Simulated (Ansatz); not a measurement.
**Hg: which structure wins, without relativity**

Aim: relax Hg in several structures (bcc, hcp, sc, diamond) and rank them by energy, without relativity. The runs shown use PAW and LAPW.

Computed with Ansatz 0.2.0 (DFT LDA, with the methods named in each step, unless a step's input says otherwise).

## Step 1: The system as given

The structure is cubic, space group Im-3m (No. 229). The conventional cell has a = 3.567 Å, b = 3.567 Å, c = 3.567 Å, α = 90.00°, β = 90.00°, γ = 90.00°. Around Hg (site symmetry m-3m) lie 8 Hg at 3.09 Å.

Structure file:

```
Hg
1.0
    -1.78346    1.78346    1.78346
     1.78346   -1.78346    1.78346
     1.78346    1.78346   -1.78346
Hg
1
Cartesian
  0.0000 0.0000 0.0000
```

The PAW steps are scalar-relativistic and only prepare the cells; LAPW drops relativity.

## Step 2: Bcc relaxed, PAW

File input.yaml:

```yaml
crystal:
  lattice:
    - [-1.7834648247, 1.7834648247, 1.7834648247]
    - [1.7834648247, -1.7834648247, 1.7834648247]
    - [1.7834648247, 1.7834648247, -1.7834648247]
  atoms:
    - { symbol: Hg, position: [0.0, 0.0, 0.0] }
kpoints:
  mp_grid: { grid: [16, 16, 16] }
scf:
  occupations: { method: fermi_dirac, width: 0.05 }
hamiltonian:
  xc: lda
  pseudopotentials: { kind: paw }
output:
  forces: true
  stress: true
relax:
  f_tol: 0.005
  max_steps: 40
  cell: {}
```

Run with:

```sh
> ansatz run input.yaml --threads 1 --pin off --max-ram 3072MiB --backend cpu --events-out ev --progress --plain --runs-dir out
```

Further steps of the session: Bcc relaxed, LAPW; Hcp relaxed, PAW; Hcp relaxed, LAPW; Sc relaxed, PAW; Sc relaxed, LAPW; Diamond relaxed, PAW; Diamond relaxed, LAPW.

What does the calculation give? Wanted: lowest (for each run or level that gives them).

The runs gave:

```
     quantity                         value
lowest (LAPW)  hcp, 81.8 meV/atom under bcc
 lowest (PAW)   sc, 15.1 meV/atom under bcc
```

**Reading.** By LAPW the order is hcp < bcc < sc < diamond. By PAW the order is sc < bcc < hcp < diamond. Only LAPW drops relativity: the PAW files are scalar-relativistic and give the starting cells, so the two sets of rows differ by relativity and by the method's own errors together. Only these structures were tried, with electrons smeared by 0.05 eV and without vibrations, so the true ground state may be another. The k meshes differ between phases and weren't tested, which can move differences by some meV. Spin-orbit coupling is left out, though the cell holds Hg; in elements this heavy it can shift bands and gaps by tenths of an eV.
